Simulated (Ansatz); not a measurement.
# H7NSSi2: the cost of one run

All numbers below are computed with Ansatz 0.2.0 (RKS PBE/def2-SVP).

1 further run of the same task is left out (it didn't finish).

### 1 The system as given

Bond lengths: N1–Si2 1.648 Å, Si2–Si3 2.290 Å, Si2–S4 2.063 Å, N1–H5 1.036 Å, N1–H6 1.066 Å, Si2–H7 1.489 Å, Si3–H8 1.489 Å, Si3–H9 1.524 Å, Si3–H10 1.520 Å, S4–H11 1.317 Å. Angles (14 of 16 angles, heavy atoms first): N1–Si2–Si3 114.5°, N1–Si2–S4 104.7°, Si3–Si2–S4 111.2°, N1–Si2–H7 106.4°, Si3–Si2–H7 111.2°, S4–Si2–H7 108.4°, Si2–N1–H5 110.9°, Si2–N1–H6 110.5°, Si2–Si3–H8 111.7°, Si2–Si3–H9 112.9°, Si2–Si3–H10 112.6°, Si2–S4–H11 101.1°, H5–N1–H6 99.0°, H8–Si3–H9 108.9°.

Structure file:

```xyz
11

N    -0.5379    1.7033   -0.6164
Si   -0.0904    0.1170   -0.6191
Si    1.1765   -0.5141    1.1807
S    -1.8674   -0.9294   -0.6858
H    -1.2759    1.8774    0.0895
H    -1.0906    1.9372   -1.4973
H     0.6390   -0.1119   -1.8968
H     1.5236   -1.9613    1.1307
H     0.5030   -0.2139    2.5147
H     2.5157    0.2039    1.2341
H    -1.4302   -2.1653   -0.8138
```

### 2 End point A

Input file input.yaml:

```yaml
crystal:
  periodic: [false, false, false]
  atoms:
    - { symbol: "N", position_ang: [-0.5379, 1.7033, -0.6164] }
    - { symbol: Si, position_ang: [-0.0904, 0.117, -0.6191] }
    - { symbol: Si, position_ang: [1.1765, -0.5141, 1.1807] }
    - { symbol: S, position_ang: [-1.8674, -0.9294, -0.6858] }
    - { symbol: H, position_ang: [-1.2759, 1.8774, 0.0895] }
    - { symbol: H, position_ang: [-1.0906, 1.9372, -1.4973] }
    - { symbol: H, position_ang: [0.639, -0.1119, -1.8968] }
    - { symbol: H, position_ang: [1.5236, -1.9613, 1.1307] }
    - { symbol: H, position_ang: [0.503, -0.2139, 2.5147] }
    - { symbol: H, position_ang: [2.5157, 0.2039, 1.2341] }
    - { symbol: H, position_ang: [-1.4302, -2.1653, -0.8138] }
basis:
  gaussian: { orbitals: def2-SVP }
hamiltonian:
  xc: pbe
relax:
  f_tol: 0.02
  max_steps: 50
output:
  orbitals: {}
```

Launch:

```console
ansatz run input.yaml --threads 2 --pin off --max-ram 3072MiB --backend cpu --events-out ev --progress --plain --runs-dir out
```

**Question.** How long does this run take on 2 threads of Arm Neoverse N1, shared host, and how much memory does it need?

About 29 s, with a peak of 0.14 GiB.
